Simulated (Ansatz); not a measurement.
**r2SCAN/cc-pVTZ run of BH2F (SMILES BF)**

What is the electronic atomisation energy of BH2F at r2SCAN/cc-pVTZ? 

Program for the calculation: Ansatz 0.2.0.

48 further runs of the same task are left out: 48 set aside as unsound or not needed.

## 1. The system as given

BH2F: 4 atoms, total charge 0, spin state singlet. SMILES: `BF`. The shape is that of a PBE0-D4/def2-TZVP optimisation.

Bond lengths: B1–F2 1.317 Å, B1–H3 1.197 Å, B1–H4 1.198 Å. Angles: F2–B1–H3 117.8°, F2–B1–H4 117.8°, H3–B1–H4 124.4°.

## 2. A single-point energy at r2SCAN/cc-pVTZ

input.yaml reads:

```yaml
crystal:
  periodic: [false, false, false]
  atoms:
    - symbol: B
      position_ang: [-0.027300, -0.004000, -0.030800]
    - symbol: F
      position_ang: [1.061200, -0.296700, 0.649900]
    - symbol: H
      position_ang: [-1.012500, -0.649100, 0.186200]
    - symbol: H
      position_ang: [0.034200, 0.889600, -0.825600]
basis:
  gaussian:
    orbitals: cc-pVTZ
hamiltonian:
  xc: r2scan
accuracy: high
output: {orbitals: {seedname: orbitals}}
```

Command:

```bash
$ ansatz run input.yaml --threads 1 --pin off --max-ram 3480MiB --events-out events.jsonl --progress --plain --runs-dir runs
```

The log of the run:

```text
Warning: RAYON_NUM_THREADS=1 ignored (pool sized by the plan → 1); use --threads N
Functional definition: r2SCAN
  name "r2SCAN"
  parameter k0 = 0.174
  parameter k1 = 0.065
  parameter a1 = 4.9479
  exchange = r2scan_x(k0 = k0, k1 = k1, a1 = a1)
  correlation = r2scan_c
1444 factors; integrals over basis functions are off by at most 3.0e-9 eV
mean field evaluation 1: about -3425.0758 eV, gradient 2.6e1 eV
mean field evaluation 2: about -3424.5417 eV, gradient 3.5e1 eV
mean field evaluation 4: about -3426.1658 eV, gradient 7.8e-1 eV
mean field evaluation 8: about -3426.1658 eV, gradient 1.7e-3 eV
mean field evaluation 16: about -3426.1658 eV, gradient 4.2e-8 eV
mean field -3426.16579563 eV, -125.9092706509 hartree, gradient 4.2e-8 eV, S^2 0.000000; 0 other end points of the search recorded, 0 dependent functions left out
reference -3426.16579632 eV, -125.9092706763 hartree; 8, 8 occupied and 80, 80 virtual orbitals, 1444 factors
Total energy: -3426.16579632 eV, -125.9092706763 hartree
```

It took 4.2 s on 1 thread of Arm Neoverse V1, shared host; peak memory 0.18 GiB.

## 3. The B atom

in.yaml reads:

```yaml
basis:
  gaussian: {orbitals: cc-pVTZ}
crystal:
  periodic: [false, false, false]
  atoms:
    - symbol: B
      position_ang: [0.000000, 0.000000, 0.000000]
magnetization: {spin_polarized: true, initial_magnetization: 1}
hamiltonian: {xc: {name: r2SCAN}}
accuracy: high
```

Command:

```bash
$ ansatz run in.yaml --threads 1 --pin off --max-ram 3480MiB --events-out events.jsonl --progress --plain --runs-dir runs
```

The log of the run, cut to the lines that bear on the results:

```text
Warning: RAYON_NUM_THREADS=1 ignored (pool sized by the plan → 1); use --threads N
[... 7 set-up lines as earlier in the session ...]
294 factors; integrals over basis functions are off by at most 2.4e-9 eV
mean field evaluation 1: about -670.3004 eV, gradient 3.4e0 eV
mean field evaluation 2: about -670.3897 eV, gradient 8.0e-1 eV
mean field evaluation 4: about -670.3929 eV, gradient 2.5e-1 eV
mean field evaluation 8: about -670.3934 eV, gradient 1.1e-4 eV
mean field evaluation 16: about -670.1563 eV, gradient 5.1e0 eV
mean field evaluation 32: about -670.3929 eV, gradient 2.0e-1 eV
mean field -670.39342593 eV, -24.6365039940 hartree, gradient 4.0e-8 eV, S^2 0.757382; 2 other end points of the search recorded, 0 dependent functions left out
reference -670.39342819 eV, -24.6365040772 hartree; 3, 2 occupied and 27, 28 virtual orbitals, 294 factors
Total energy: -670.39342819 eV, -24.6365040772 hartree
```

Wall time 1.8 s (1 thread of Arm Neoverse V1, shared host); peak memory 0.1 GiB.

## 4. The F atom

input.yaml reads:

```yaml
crystal:
  periodic: [false, false, false]
  atoms:
    - symbol: F
      position_ang: [0.000000, 0.000000, 0.000000]
basis:
  gaussian: {orbitals: cc-pVTZ}
magnetization: {spin_polarized: true, initial_magnetization: 1}
hamiltonian: {xc: {name: r2SCAN}}
accuracy: high
```

Run the same way, it converges to -99.72102 Eh (log not shown).

## 5. The H atom

run.yaml reads:

```yaml
basis:
  gaussian: {orbitals: cc-pVTZ}
crystal:
  periodic: [false, false, false]
  atoms:
    - {symbol: H, position_ang: [0.000000, 0.000000, 0.000000]}
magnetization: {spin_polarized: true, initial_magnetization: 1}
hamiltonian: {xc: r2scan}
accuracy: high
```

Command:

```bash
$ ansatz run run.yaml --threads 1 --pin off --max-ram 3480MiB --events-out events.jsonl --progress --plain --runs-dir runs
```

The log of the run, cut to the lines that bear on the results:

```text
Warning: RAYON_NUM_THREADS=1 ignored (pool sized by the plan → 1); use --threads N
[... 7 set-up lines as earlier in the session ...]
92 factors; integrals over basis functions are off by at most 8.9e-10 eV
mean field evaluation 1: about -13.6048 eV, gradient 1.6e-1 eV
mean field evaluation 2: about -13.6036 eV, gradient 1.5e-1 eV
mean field evaluation 4: about -13.6037 eV, gradient 3.7e-3 eV
mean field evaluation 8: about -13.6037 eV, gradient 1.2e-8 eV
mean field -13.60373187 eV, -0.4999279254 hartree, gradient 5.9e-10 eV, S^2 0.750000; 0 other end points of the search recorded, 0 dependent functions left out
reference -13.60373308 eV, -0.4999279697 hartree; 1, 0 occupied and 13, 14 virtual orbitals, 92 factors
Total energy: -13.60373308 eV, -0.4999279697 hartree
```

Run time: 0.48 s. Hardware: 1 thread of Arm Neoverse V1, shared host.

## 6. Outcome

At r2SCAN/cc-pVTZ:

| quantity | value |
| --- | --- |
| molecule: total energy | -125.90927 Eh |
| molecule: HOMO energy | -8.09 eV |
| molecule: LUMO energy | -1.73 eV |
| molecule: HOMO–LUMO gap | 6.36 eV |
| B atom: total energy | -24.63650 Eh |
| B atom: ⟨S²⟩ | 0.757 |
| F atom: total energy | -99.72102 Eh |
| F atom: ⟨S²⟩ | 0.752 |
| H atom: total energy | -0.49993 Eh |
| H atom: ⟨S²⟩ | 0.750 |
| electronic atomisation energy | 15.018 eV |

What this shows: Taking the molecule apart into free atoms costs 15.02 eV (1449 kJ/mol), before zero-point energy and without spin-orbit coupling.
